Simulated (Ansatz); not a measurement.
**CH7N3Si: a nudged elastic band in two tries**

Aim: a band of images between two relaxed ends for this system. SMILES of the start: NC1(N)N[SiH2]1.

All numbers below are computed with Ansatz 0.2.0 (RKS B3LYP-D4/def2-SVP).

## 1. Starting point

Bond lengths: N1–C2 1.442 Å, C2–N3 1.441 Å, C2–N4 1.490 Å, C2–Si5 1.869 Å, N4–Si5 1.755 Å, N1–H6 1.026 Å, N1–H7 1.020 Å, N3–H8 1.019 Å, N3–H9 1.027 Å, N4–H10 1.020 Å, Si5–H11 1.484 Å, Si5–H12 1.486 Å. Angles (14 of 21 angles, heavy atoms first): N1–C2–N3 114.3°, N1–C2–N4 112.7°, N1–C2–Si5 114.8°, N3–C2–N4 117.2°, N3–C2–Si5 125.2°, N4–C2–Si5 61.8°, C2–N4–Si5 69.8°, C2–Si5–N4 48.4°, C2–N1–H6 109.4°, C2–N1–H7 109.1°, C2–N3–H8 111.0°, C2–N3–H9 109.1°, C2–N4–H10 115.7°, Si5–N4–H10 123.2°.

As a file:

```xyz
12

N    -0.7112    1.3464   -0.2221
C     0.0907    0.1993    0.1243
N     1.1932    0.4914    1.0047
N     0.3679   -0.6833   -1.0432
Si   -0.8021   -1.4397    0.0234
H    -0.1398    2.0144   -0.7517
H    -0.9853    1.8316    0.6327
H     1.6213   -0.3669    1.3503
H     1.9276    0.9745    0.4746
H     0.1250   -0.2979   -1.9559
H    -2.2539   -1.4298   -0.2840
H    -0.3565   -2.6952    0.6809
```

## 2. The run

input.yaml

```yaml
crystal:
  periodic: [false, false, false]
  atoms:
    - { symbol: "N", position_ang: [-0.711242, 1.346358, -0.222065] }
    - { symbol: C, position_ang: [0.09067, 0.199312, 0.124259] }
    - { symbol: "N", position_ang: [1.193164, 0.49139, 1.004659] }
    - { symbol: "N", position_ang: [0.367892, -0.683267, -1.043188] }
    - { symbol: Si, position_ang: [-0.802061, -1.439682, 0.023429] }
    - { symbol: H, position_ang: [-0.13978, 2.014371, -0.751663] }
    - { symbol: H, position_ang: [-0.985273, 1.831614, 0.632657] }
    - { symbol: H, position_ang: [1.621282, -0.366862, 1.350267] }
    - { symbol: H, position_ang: [1.927626, 0.974455, 0.474615] }
    - { symbol: H, position_ang: [0.125016, -0.29785, -1.955916] }
    - { symbol: H, position_ang: [-2.253912, -1.429825, -0.284007] }
    - { symbol: H, position_ang: [-0.356482, -2.695213, 0.680852] }
basis:
  gaussian: { orbitals: def2-SVP }
hamiltonian:
  xc: b3lyp
  dispersion: d4
neb:
  order_check: false
  images: 8
  f_tol: 0.05
  max_iterations: 8
  initial_path: idpp
  climbing: false
  final_atoms:
    - { symbol: "N", position_ang: [-0.70261748, 1.36752639, -0.19141266] }
    - { symbol: C, position_ang: [0.14866395, 0.22564375, 0.02794956] }
    - { symbol: "N", position_ang: [1.40945491, 0.54883392, 0.64874357] }
    - { symbol: "N", position_ang: [0.32607936, -0.65833956, -1.13108204] }
    - { symbol: Si, position_ang: [-0.76913917, -1.42963269, 0.00438462] }
    - { symbol: H, position_ang: [-0.11346749, 2.15597796, -0.47801294] }
    - { symbol: H, position_ang: [-1.16640285, 1.65217701, 0.67020972] }
    - { symbol: H, position_ang: [1.30827659, 0.7157798, 1.64991835] }
    - { symbol: H, position_ang: [2.07701807, -0.20794587, 0.51356259] }
    - { symbol: H, position_ang: [0.0442763, -0.25933456, -2.02502604] }
    - { symbol: H, position_ang: [-2.22878552, -1.48326943, -0.27157465] }
    - { symbol: H, position_ang: [-0.25645666, -2.68261572, 0.61623892] }
  n_images: 5
```

Launch:

```console
$ ansatz run input.yaml --threads 2 --pin off --max-ram 3072MiB --backend cpu --events-out ev --progress --plain --runs-dir out
```

Log:

```text
Error: YAML parse error: error: line 41 column 3: unknown field `n_images`, expected one of images, spring, climbing, order_check, relax_end_points, f_tol, exx_force_gate, max_iterations, max_displacement, density_extrapolation, optimiser, initial_path, freeze_fraction, magnetization_jump, magnetization_bend, levels_near_fermi, parallel_images, constraints, final_atoms
  --> <input>:41:3
   |
39 |     - { symbol: H, position_ang: [-2.22878552, -1.48326943, -0.2715…
40 |     - { symbol: H, position_ang: [-0.25645666, -2.68261572, 0.61623…
41 |   n_images: 5
   |   ^ unknown field `n_images`, expected one of images, spring, climbing, order_check, relax_end_points, f_tol, exx_force_gate, max_iterations, max_displacement, density_extrapolation, optimiser, initial_path, freeze_fraction, magnetization_jump, magnetization_bend, levels_near_fermi, parallel_images, constraints, final_atoms
```

It took 0.03 s on 2 threads of Arm Neoverse N1, shared host; peak memory 0.021 GiB.

## 3. Diagnosis

The run ended at the input check. The line that matters: «line 41 column 3: unknown field `n_images`, expected one of images, spring, climbing, order_check, relax_end_points, f_tol, ...»

One key bears a name from other programs (dt, n_images) that this one doesn't know.

The cure: use md.timestep or neb.images.

## 4. Second try

Changes to input.yaml since step 2:

```diff
@@ -24,3 +24,3 @@
   f_tol: 0.05
-  max_iterations: 8
+  max_iterations: 60
   initial_path: idpp
@@ -40,2 +40 @@
     - { symbol: H, position_ang: [-0.25645666, -2.68261572, 0.61623892] }
-  n_images: 5
```

Launch:

```console
$ ansatz run input.yaml --threads 2 --pin off --max-ram 3072MiB --backend cpu --events-out ev --progress --plain --runs-dir out
```

Besides the cure, the cap on steps is lifted. The first and last lines of the walk in its log:

```text
NEB iter   1: max|band force component| = 6.112e-1 eV/Å  barrier→ = 0.0679 eV  barrier← = 0.1109 eV  Δτ_max = 0.0594 Å  (271 SCF iters)
NEB iter   2: max|band force component| = 1.735e-1 eV/Å  barrier→ = 0.0307 eV  barrier← = 0.0737 eV  Δτ_max = 0.0290 Å  (205 SCF iters)
NEB iter   3: max|band force component| = 1.274e-1 eV/Å  barrier→ = 0.0265 eV  barrier← = 0.0695 eV  Δτ_max = 0.0301 Å  (206 SCF iters)
NEB iter   4: max|band force component| = 9.872e-2 eV/Å  barrier→ = 0.0240 eV  barrier← = 0.0670 eV  Δτ_max = 0.0200 Å  (203 SCF iters)
NEB iter   5: max|band force component| = 5.572e-2 eV/Å  barrier→ = 0.0233 eV  barrier← = 0.0663 eV  Δτ_max = 0.0275 Å  (205 SCF iters)
NEB iter   6: max|band force component| = 4.908e-2 eV/Å  barrier→ = 0.0230 eV  barrier← = 0.0660 eV  Δτ_max = 0.0000 Å  (433 SCF iters)
```

It took 4.1 min on 2 threads of Arm Neoverse N1, shared host; peak memory 0.24 GiB.

The second input runs as intended: 6 iterations, highest image 0.02 eV above the first end.

## 5. Results

| quantity | value |
| --- | --- |
| first try | refused |
| cause | one key bears a name from other programs (dt, n_images) that this one doesn't know |

What this shows: The fault in the first input was caught at the input check and cost nothing.
